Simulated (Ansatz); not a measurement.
O, space group P4/mmm, a comparison of functionals at one structure

Program: the Ansatz DFT code, driven from Python.

At the Python prompt:
```pycon
>>> from dataclasses import dataclass
>>> import warnings
>>> import ansatz as az
>>> from tabulate import tabulate
>>> @dataclass
... class Options:
...     kmesh: tuple[int, ...] = (17, 17, 10)
...     occupations: str = "gaussian"
...     smearing_width: float = 0.05
...
>>> settings = Options()
>>> warnings.simplefilter("ignore", az.DeckWarning)
>>> crystal = (
...     az.Lattice.from_parameters(1.775591, 1.775591, 3.053051, alpha=90, beta=90, gamma=90)
...     .space_group(123, hermann_mauguin="P4/mmm")
...     .atom("O", [0.0, 0.0, 0.0])
... )
>>> [site.symbol for site in crystal.resolved().sites]
['O']
>>> setup = (
...     crystal.calculation()
...     .kpoints(*settings.kmesh, center="gamma")
...     .pseudopotentials("paw")
...     .occupations(settings.occupations, width=settings.smearing_width)
... )
>>> rows = []
>>> for value in ["pbesol", "lda", "blyp"]:
...     rep = setup.functional(value).run().report
...     rows.append((value, rep["free_energy_ev"] / len(rep["lattice"]["sites"]), rep["n_iterations"], rep["n_kpoints"]))
...
>>> print(tabulate(rows, headers=["functional", "F/atom (eV)", "iterations", "k-points"], floatfmt=".4f", tablefmt="grid"))
+--------------+---------------+--------------+------------+
| functional   |   F/atom (eV) |   iterations |   k-points |
+==============+===============+==============+============+
| pbesol       |     -556.7868 |            6 |        270 |
+--------------+---------------+--------------+------------+
| lda          |     -551.1165 |            6 |        270 |
+--------------+---------------+--------------+------------+
| blyp         |     -565.1891 |            6 |        270 |
+--------------+---------------+--------------+------------+
```

Notes:
- BLYP can be off by several per cent in the lattices of metals, and by several GPa in the pressure at a fixed cell.
- For a metal this k-point mesh is coarse: on a finer one energies can move by several to tens of meV an atom and pressures by half a GPa or more, differences at one mesh by less.
- No spin polarisation was allowed.
- This isn't the structure that O takes at ambient conditions.
- Total energies of different functionals can't be compared; pressures, moments and gaps at this one structure can.
- Wall time of the script: 4.2 s on 1 thread of Intel(R) Xeon(R) Processor @ 2.30GHz (shared host), peak memory 0.43 GiB.
